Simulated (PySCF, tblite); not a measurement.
# C₆H₁₁FOSi: geometry, infrared bands and NMR shifts

What infrared bands and NMR shifts should C₆H₁₁FOSi (`CO[SiH2]C/C=C\C=C\F`) show?

Computed with tblite 0.8.0 and PySCF 2.14.0, with density-fitted response routines of our own, on a single molecule in the gas phase. Atoms count from 0, in the outputs and in this text.

### 1 Starting geometry

20 atoms, charge 0, multiplicity 1; geometry from: force field or distance geometry start.

Bonds of the start (Å): C0–O1 1.40, O1–Si2 1.71, Si2–C3 1.89, C3–C4 1.48, C4–C5 1.32, C5–C6 1.46, C6–C7 1.31, C7–F8 1.35, C0–H9 1.12, C0–H10 1.09, C0–H11 1.12, Si2–H12 1.47, Si2–H13 1.46, C3–H14 1.11, C3–H15 1.13, C4–H16 1.10, C5–H17 1.09, C6–H18 1.07, C7–H19 1.07.

### 2 Relaxing the molecule with GFN2-xTB

The job: settings as JSON, then the geometry in Å.

```
{"job": {"kind": "relax", "xc": "GFN2-xTB", "basis": "xTB"}, "charge": 0, "multiplicity": 1}
C      3.595200     0.904700    -0.477400
O      2.782300     0.721000     0.641700
Si     1.646600    -0.481300     0.207100
C     -0.015100    -0.200300     1.068800
C     -0.918700    -1.214800     0.484400
C     -2.022100    -0.898000    -0.166700
C     -2.492000     0.467400    -0.373600
C     -3.616800     0.606300    -1.035600
F     -4.083000     1.858600    -1.244100
H      2.992500     1.516400    -1.189600
H      4.572000     1.347700    -0.262500
H      3.699200    -0.110800    -0.945900
H      1.333500    -0.316300    -1.222500
H      2.144200    -1.834500     0.405200
H     -0.331000     0.851000     0.942300
H      0.140200    -0.360100     2.174000
H     -0.618000    -2.263200     0.597800
H     -2.605700    -1.731900    -0.564700
H     -2.010000     1.351200    -0.022500
H     -4.198200    -0.202600    -1.428800
```

On the command line:

```console
$ OMP_NUM_THREADS=1 python probes_run.py task.json out
```

One launch serves the whole session: the jobs run in the order shown.

**Question.** This job is followed by: GFN2-xTB harmonic vibrations, gas phase; GIAO PBE0/pcSseg-1 NMR shielding, non-relativistic, gas phase. What will the session give for the following? strongest single infrared mode (GFN2-xTB); zero-point energy (GFN2-xTB); ¹³C shifts against TMS (PBE0/pcSseg-1); ¹H shifts against TMS (PBE0/pcSseg-1, means over atoms taken as alike); ¹⁷O shifts against H2O (PBE0/pcSseg-1); ²⁹Si shifts against TMS (PBE0/pcSseg-1); ¹⁹F shifts against CFCl3 (PBE0/pcSseg-1).

**Answer**, as computed:

| quantity | value |
| --- | --- |
| strongest single infrared mode (GFN2-xTB) | 2206 cm⁻¹, 400 km/mol |
| zero-point energy (GFN2-xTB) | 95.1 kcal/mol |
| ¹³C shifts against TMS (PBE0/pcSseg-1) | 163.4, 131.2, 126.8, 115.8, 54.1, 20.2 ppm |
| ¹H shifts against TMS (PBE0/pcSseg-1, means over atoms taken as alike) | 7.06, 6.60, 5.88, 5.64, 4.64, 3.81, 2.21 ppm |
| ¹⁷O shifts against H2O (PBE0/pcSseg-1) | 1.1 ppm |
| ²⁹Si shifts against TMS (PBE0/pcSseg-1) | -24.3 ppm |
| ¹⁹F shifts against CFCl3 (PBE0/pcSseg-1) | -121.2 ppm |

What this shows: Over 132 steps the energy fell by 0.836 eV; of the close pairs, O1–Si2 changed most, 1.710 to 1.620 Å. All 54 modes are real, so the xTB geometry is a minimum. The strongest single mode, at 2206 cm⁻¹, moves mainly H13 and H12. GFN2-xTB is a fitted tight-binding method: band positions and strengths are rough. Its intensities can rank the bands wrongly.
